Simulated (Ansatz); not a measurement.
# CH10AlBSi2: one species, many methods

An exercise on one series of results from a longer session: the logs are not shown, and one member is left open.

Method: functionals in def2-TZVPP, the program's frozen cores in correlated methods; program: Ansatz 0.2.0, Gaussian basis.

The runs, in order: PBE-D4, r2SCAN-D4, PBE0-D4, B3LYP-D4, ωB97X-V, ωB97M-V, B2PLYP; CCSD(T)/def2-TZVPP; MP2/def2-QZVPP; extrapolation to the limit.

### Structure used throughout

An earlier PBE0-D4 in a triple-zeta def2 set relaxation fixed the geometry.

SMILES `[AlH2][SiH2]BC[SiH3]`, 15 atoms, charge 0, spin multiplicity 1.

Atoms are counted from 1 here; the program's logs count them from 0.

Bond lengths: Al1–Si2 2.459 Å, Al1–H6 1.589 Å, Al1–H7 1.590 Å, Si2–B3 1.996 Å, Si2–H8 1.491 Å, Si2–H9 1.495 Å, B3–C4 1.536 Å, B3–H10 1.201 Å, C4–Si5 1.899 Å, C4–H11 1.095 Å, C4–H12 1.095 Å, Si5–H13 1.485 Å, Si5–H14 1.486 Å, Si5–H15 1.486 Å. Angles: Si2–Al1–H6 121.6°, Si2–Al1–H7 119.6°, H6–Al1–H7 118.8°, Al1–Si2–B3 102.8°, Al1–Si2–H8 109.7°, Al1–Si2–H9 108.0°, B3–Si2–H8 114.1°, B3–Si2–H9 113.0°, H8–Si2–H9 109.0°, Si2–B3–C4 122.8°, Si2–B3–H10 118.3°, C4–B3–H10 118.9°, B3–C4–Si5 105.1°, B3–C4–H11 115.1°, B3–C4–H12 116.0°, Si5–C4–H11 104.8°, Si5–C4–H12 104.0°, H11–C4–H12 110.4° and more.

Set-up of the first run:

The input, in.yaml:

```yaml
crystal:
  periodic: [false, false, false]
  atoms:
    - {symbol: Al, position_ang: [-0.239389, 1.850254, 2.748727]}
    - {symbol: Si, position_ang: [-0.924795, 1.353645, 0.439492]}
    - {symbol: B, position_ang: [-0.485191, -0.584615, 0.254213]}
    - {symbol: C, position_ang: [0.841591, -1.083964, -0.336808]}
    - {symbol: Si, position_ang: [0.491362, -1.352035, -2.183489]}
    - {symbol: H, position_ang: [-1.287588, 1.867650, 3.942825]}
    - {symbol: H, position_ang: [1.295724, 2.111061, 3.072432]}
    - {symbol: H, position_ang: [-2.372109, 1.668365, 0.266821]}
    - {symbol: H, position_ang: [-0.125670, 2.223051, -0.476541]}
    - {symbol: H, position_ang: [-1.289598, -1.389964, 0.636611]}
    - {symbol: H, position_ang: [1.174974, -2.060518, 0.028744]}
    - {symbol: H, position_ang: [1.670857, -0.369581, -0.324843]}
    - {symbol: H, position_ang: [0.207138, -0.056651, -2.851298]}
    - {symbol: H, position_ang: [1.690269, -1.968557, -2.809354]}
    - {symbol: H, position_ang: [-0.669376, -2.258937, -2.378232]}
basis:
  gaussian: {orbitals: def2-TZVPP}
hamiltonian: {xc: pbe, dispersion: d4}
output: {forces: true, orbitals: {seedname: orbitals}}
```

Launch:

```
> ansatz run in.yaml --threads 4 --pin off --events-out ev --progress --plain --max-ram 10444MiB
```

Among the steps run: PBE-D4 (GGA); r2SCAN-D4 (meta-GGA); PBE0-D4 (hybrid); B3LYP-D4 (hybrid); ωB97X-V (range-separated); ωB97M-V (range-separated); B2PLYP (double hybrid); CCSD(T) in def2-TZVPP; MP2 in def2-QZVPP.

One table of the session follows, with a row left open; its other results are not shown here.

It belongs to the step «Atomisation energies». 

```
            method  atomisation energy (eV)
            PBE-D4                   48.216
         r2SCAN-D4                   48.564
           PBE0-D4                   48.124
          B3LYP-D4                   48.394
           ωB97X-V                   48.700
           ωB97M-V                   48.410
            B2PLYP                   47.679
     HF/def2-TZVPP                   37.395
    MP2/def2-TZVPP                   47.049
   CCSD/def2-TZVPP                   46.777
CCSD(T)/def2-TZVPP                   47.226
           MP2/CBS                        ?
       CCSD(T)/CBS                   48.300
```

**Question.** Estimate the row for MP2/CBS.

**Answer.** atomisation energy (eV): 48.123. In the column «atomisation energy (eV)» it lies between B2PLYP (47.679) and PBE0-D4 (48.124).
